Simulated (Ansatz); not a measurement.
# ClH3MgSi: the cost of one run

Method: PBE0-D4/def2-TZVP structures, single points in def2-TZVPP, no counterpoise correction; program: Ansatz 0.2.0, Gaussian basis.

Levels: SPW92, PBE-D4, BLYP-D4, r2SCAN-D4, B97M-V, PBE0-D4, B3LYP-D4, r2SCAN0-D4, BHLYP-D4, CAM-B3LYP-D4, wB97X-V, wB97M-V, B2PLYP, PBE-QIDH, RPA on PBE, Hartree-Fock, MP2, CCSD, CCSD(T).

Cores are frozen in the correlated methods. The outer core shell of Li, Na, Mg and K is correlated. B3LYP uses VWN-RPA correlation. B2PLYP carries no dispersion term here.

94 further runs of the same task are left out: 94 set aside as unsound or not needed.

## 1. Where the work starts

The complex: 10 atoms, charge 0, spin multiplicity 1.

Atoms are counted from 1 here; the program's logs count them from 0.

Bond lengths: Mg1–Si2 2.577 Å, Mg1–Cl3 2.232 Å, Mg1–N5 2.179 Å, Si2–H6 1.501 Å, Si2–H7 1.499 Å, Si2–H8 1.495 Å, H4–N5 1.015 Å, N5–H9 1.016 Å, N5–H10 1.016 Å. Angles: Si2–Mg1–Cl3 149.9°, Si2–Mg1–N5 112.5°, Cl3–Mg1–N5 97.5°, Mg1–Si2–H6 112.5°, Mg1–Si2–H7 113.4°, Mg1–Si2–H8 115.9°, H6–Si2–H7 103.9°, H6–Si2–H8 104.9°, H7–Si2–H8 105.1°, Mg1–N5–H4 117.1°, Mg1–N5–H9 106.6°, Mg1–N5–H10 111.1°, H4–N5–H9 108.3°, H4–N5–H10 107.2°, H9–N5–H10 106.1°.

Coordinates:

| atom | x (Å) | y (Å) | z (Å) |
| --- | --- | --- | --- |
| Mg1 | -0.33099 | -0.38496 | -0.88366 |
| Si2 | 0.69359 | 1.93794 | -0.43992 |
| Cl3 | -1.22439 | -1.86462 | -2.29648 |
| H4 | -0.46675 | -1.10838 | 1.80959 |
| N5 | -0.46027 | -1.59919 | 0.92162 |
| H6 | 0.11827 | 2.59461 | 0.78068 |
| H7 | 2.16701 | 1.89532 | -0.16678 |
| H8 | 0.52921 | 2.94458 | -1.53272 |
| H9 | -1.31962 | -2.13688 | 0.84801 |
| H10 | 0.29395 | -2.27832 | 0.95955 |

Its parts: ClH₃MgSi holds atoms 1, 2, 3, 6, 7, 8; NH₃ holds atoms 4, 5, 9, 10. Each part counts its atoms afresh in its own runs.

## 2. Relaxing ClH₃MgSi alone

File relax-a/in.yaml:

```yaml
crystal:
  periodic: [false, false, false]
  atoms:
    - {symbol: Mg, position_ang: [-0.330986, -0.384961, -0.883658]}
    - {symbol: Si, position_ang: [0.693587, 1.937944, -0.439918]}
    - {symbol: Cl, position_ang: [-1.224392, -1.864622, -2.296477]}
    - {symbol: H, position_ang: [0.118267, 2.594608, 0.780681]}
    - {symbol: H, position_ang: [2.167010, 1.895325, -0.166783]}
    - {symbol: H, position_ang: [0.529212, 2.944578, -1.532723]}
basis:
  gaussian: {orbitals: def2-TZVP}
hamiltonian: {xc: pbe0, dispersion: d4}
relax: {f_tol: 0.005, max_steps: 200}
```

On the command line:

```console
$ ansatz run in.yaml --threads 4 --pin off --events-out ev --progress --plain --max-ram 9574MiB
```

**Question.** How long does this run take on 4 threads of Intel Xeon at 2.50GHz, shared host?

About 15 s.
